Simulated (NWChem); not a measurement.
# One shape, several levels: GaH2OF (SMILES [OH][GaH][F])

Wanted: a comparison of 3 runs (HF/STO-3G, HF/3-21G, B3LYP/6-31G*) of GaH2OF. 

Program for the calculation: NWChem 7.3.0.

## (1) The molecule

The species is GaH2OF (5 atoms), meant as a singlet with charge 0. SMILES: `[OH][GaH][F]`. The coordinates come from a PBE0-D4/def2-TZVP relaxation. This is one conformer, not always the lowest.

Bond lengths: O1–Ga2 1.771 Å, Ga2–F3 1.746 Å, O1–H4 0.959 Å, Ga2–H5 1.545 Å. Angles: O1–Ga2–F3 111.1°, O1–Ga2–H5 128.8°, F3–Ga2–H5 120.0°, Ga2–O1–H4 114.5°.

## (2) Energy and forces at HF/STO-3G (run 1)

File fgah2o.nw:

```
echo
start fgah2o
title "FGaH2O"
memory stack 880 mb heap 220 mb global 1100 mb
geometry noautosym nocenter noautoz
  O    -1.130400   -0.588700   -0.283800
  Ga    0.383700    0.280500    0.015600
  F     0.438300    1.777800   -0.881200
  H    -1.210600   -1.420700    0.187200
  H     1.569000   -0.122600    0.920900
end
basis "ao basis" spherical bse
  * library STO-3G
end
scf
  thresh 1e-08
  maxiter 80
end
task scf gradient
```

Run with:

```bash
$ nwchem fgah2o.nw > fgah2o.out
```

Standard output:

```text
[...]
  functions       =    30
[...]
  wavefunction    = RHF
[...]
         Total SCF energy =  -2073.927429724480
      One-electron energy =  -3308.839580494016
      Two-electron energy =   1036.573032154765
 Nuclear repulsion energy =    198.339118614771
        Time for solution =      1.4s
[...]
                         RHF ENERGY GRADIENTS
    atom               coordinates                        gradient
                 x          y          z           x          y          z
   1 O      -2.136146  -1.112482  -0.536304   -0.069110  -0.074745   0.008053
   2 Ga      0.725088   0.530068   0.029480    0.022336   0.016622   0.002056
   3 F       0.828267   3.359555  -1.665227    0.005713   0.052961  -0.029627
   4 H      -2.287702  -2.684734   0.353757   -0.002947   0.023847  -0.016398
   5 H       2.964980  -0.231680   1.740249    0.044008  -0.018685   0.035916
[...]
```

It took 2.4 s on 1 thread of AMD EPYC 9R45 (Zen 5), shared host; peak memory 0.098 GiB.

## (3) Energy and forces at HF/3-21G (run 2)

File calc.nw:

```
start calc
title "FGaH2O"
memory stack 880 mb heap 220 mb global 1100 mb

geometry units atomic noautosym nocenter noautoz
O   -2.13614641  -1.11248177  -0.53630427
Ga   0.72508791   0.53006818   0.02947973
F    0.82826696   3.35955510  -1.66522666
H   -2.28770245  -2.68473391   0.35375673
H    2.96498029  -0.23168042   1.74024879
end

basis "ao basis" spherical bse
* library 3-21G
end

scf
thresh 1e-08
maxiter 80
end

task scf gradient
```

Run with:

```bash
$ nwchem calc.nw > calc.out
```

Standard output:

```text
[...]
  functions       =    44
[...]
  wavefunction    = RHF
[...]
         Total SCF energy =  -2088.437430332794
      One-electron energy =  -3313.629117618145
      Two-electron energy =   1026.852582763262
 Nuclear repulsion energy =    198.339104522089
        Time for solution =      1.1s
[...]
                         RHF ENERGY GRADIENTS
    atom               coordinates                        gradient
                 x          y          z           x          y          z
   1 O      -2.136146  -1.112482  -0.536304   -0.032656  -0.012464  -0.010349
   2 Ga      0.725088   0.530068   0.029480    0.024809  -0.024256   0.028739
   3 F       0.828267   3.359555  -1.665227   -0.000704   0.027203  -0.017230
   4 H      -2.287702  -2.684734   0.353757    0.009820   0.007375   0.000867
   5 H       2.964980  -0.231680   1.740249   -0.001269   0.002141  -0.002027
[...]
```

Wall time 2.1 s (1 thread of AMD EPYC 9R45 (Zen 5), shared host); peak memory 0.099 GiB.

## (4) Energy and forces at B3LYP/6-31G(d) (Cartesian functions) (run 3)

File fgah2o.nw:

```
start fgah2o
title "FGaH2O gradient"
memory total 2200 mb
charge 0
geometry units atomic noautosym nocenter noautoz
  O     -2.13614641    -1.11248177    -0.53630427
  Ga     0.72508791     0.53006818     0.02947973
  F      0.82826696     3.35955510    -1.66522666
  H     -2.28770245    -2.68473391     0.35375673
  H      2.96498029    -0.23168042     1.74024879
end
basis
  * library 6-31G*
end
dft
  xc b3lyp
  grid xfine
  convergence energy 1e-08
  iterations 100
  mulliken
end
task dft gradient
```

Run with:

```bash
$ nwchem fgah2o.nw > fgah2o.out
```

Standard output:

```text
[...]
          Wavefunction type:  closed shell.
          No. of atoms     :     5
          No. of electrons :    50
[...]
          Charge           :     0
          Spin multiplicity:     1
[...]
          AO basis - number of functions:    69
[...]
              XC Information
              --------------
                         B3LYP Method XC Potential
                     Hartree-Fock (Exact) Exchange  0.200
                        Slater Exchange Functional  0.800 local
                    Becke 1988 Exchange Functional  0.720 non-local
              Lee-Yang-Parr Correlation Functional  0.810
                  VWN I RPA Correlation Functional  0.190 local
[...]
 d= 0,ls=0.0,diis     1  -2100.8189078840 -2.30D+03  2.96D-02  1.55D+00     1.2
[...]
 d= 0,ls=0.0,diis    10  -2100.9463005849 -5.63D-09  9.08D-07  1.38D-08     8.6
         Total DFT energy =    -2100.946300584876
      One electron energy =    -3323.201198954795
           Coulomb energy =     1118.859970346379
    Exchange-Corr. energy =      -94.944176498548
 Nuclear repulsion energy =      198.339104522089
[...]
  wavefunction    = closed shell
                         DFT ENERGY GRADIENTS
    atom               coordinates                        gradient
                 x          y          z           x          y          z
   1 O      -2.136146  -1.112482  -0.536304    0.006990  -0.004354   0.006563
   2 Ga      0.725088   0.530068   0.029480   -0.003885  -0.002958  -0.000321
   3 F       0.828267   3.359555  -1.665227   -0.000476  -0.001421   0.000618
   4 H      -2.287702  -2.684734   0.353757   -0.000517   0.007887  -0.005170
   5 H       2.964980  -0.231680   1.740249   -0.002111   0.000846  -0.001691
[...]
```

It took 13 s on 1 thread of AMD EPYC 9R45 (Zen 5), shared host; peak memory 0.13 GiB.

## (5) All runs side by side

| run | level | Cartesian functions | iteration cap | energy (Eh) | dipole moment (D) | HOMO energy (eV) | LUMO energy (eV) | wall time |
| --- | --- | --- | --- | --- | --- | --- | --- | --- |
| 1 | HF/STO-3G | no | 80 | -2073.927430 | 2.12 | -7.79 | 5.84 | 2.4 s |
| 2 | HF/3-21G | no | 80 | -2088.437430 | 4.07 | -12.54 | 1.99 | 2.1 s |
| 3 | B3LYP/6-31G* (Cartesian functions) | yes | 100 | -2100.946301 | 3.35 | -8.73 | -1.05 | 13 s |

## (6) Summary of results

```
                       quantity           value
            run 3: total energy  -2100.94630 Eh
           run 3: dipole moment          3.35 D
             run 3: HOMO energy        -8.73 eV
             run 3: LUMO energy        -1.05 eV
           run 3: HOMO–LUMO gap         7.69 eV
run 3: largest force on an atom      0.541 eV/Å
```

What this shows: The dipole moment (its size) runs from 2.12 D (HF/STO-3G) to 4.07 D (HF/3-21G). The HOMO–LUMO gap runs from 7.69 eV (B3LYP/6-31G*) to 14.52 eV (HF/3-21G). The two ends differ in method and basis. In run 1 the basis is minimal, so the values are rough. All runs together took 17 s, the longest 13 s.
